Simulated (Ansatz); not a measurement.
**ZnIr: a single-point run**

Aim: a sound single-point run of ZnIr. The structure is shown as the input types it.

Method: DFT, LDA, all-electron PAW with datasets made for the crystal, scalar-relativistic, in Ansatz 0.2.0.

## (1) Starting point

Symmetry: P-6m2, No. 187, hexagonal system. Conventional cell: a = 1.944 Å, b = 1.944 Å, c = 2.915 Å, α = 90.00°, β = 90.00°, γ = 120.00°. Zn (site symmetry -6m2) is surrounded by 6 Ir at 1.84 Å and 6 Zn at 1.94 Å. Ir (site symmetry -6m2) is surrounded by 6 Zn at 1.84 Å and 6 Ir at 1.94 Å.

Coordinates:

```cif
data_structure
_symmetry_space_group_name_H-M 'P 1'
_symmetry_Int_Tables_number 1
_cell_length_a 1.9440
_cell_length_b 1.9440
_cell_length_c 2.9147
_cell_angle_alpha 90.000
_cell_angle_beta 90.000
_cell_angle_gamma 120.000
_cell_volume 9.54
loop_
_atom_site_label
_atom_site_type_symbol
_atom_site_fract_x
_atom_site_fract_y
_atom_site_fract_z
_atom_site_occupancy
Zn1 Zn 0.66667 0.33333 0.50000 1
Ir1 Ir 0.00000 0.00000 0.00000 1
```

## (2) The run

Contents of input.yaml:

```yaml
crystal:
  lattice:
    - [1.94402534, 0.0, 0.0]
    - [-0.97201267, 1.68357533, 0.0]
    - [0.0, 0.0, 2.91470345]
  atoms:
    - { symbol: Zn, position: [0.6666666667, 0.3333333333, 0.5] }
    - { symbol: Ir, position: [0.0, 0.0, 0.0], spin: 1.0 }
magnetization:
  spin_polarized: true
  initial_magnetization: 1.0
  spin_locking: { lock_magnetization: hard }
kpoints:
  mp_grid: { grid: [14, 14, 8] }
scf:
  occupations: { method: fermi_dirac, width: 0.03 }
  lower_state_search: "off"
  max_iter: 60
hamiltonian:
  xc: lda
  pseudopotentials: { kind: all_electron, datasets: crystal }
output:
  forces: true
  stress: true
  eigenvalues: false
```

On the command line:

```
> ansatz run input.yaml --threads 1 --pin off --max-ram 3072MiB --backend cpu --events-out ev --progress --plain --runs-dir out
```

Q: Will this input give a usable result? If not, why, and what should change?

The program finished normally, with warnings (crystal datasets made). It gives a pressure of 2909 GPa, which is large; a structure far from rest gives such values too, whatever the setting.

The structure is squeezed far below its natural size. The shortest distance in the input is 1.84 Å, between atoms 1 (Zn) and 2 (Ir).

What to do: restore the intended size.
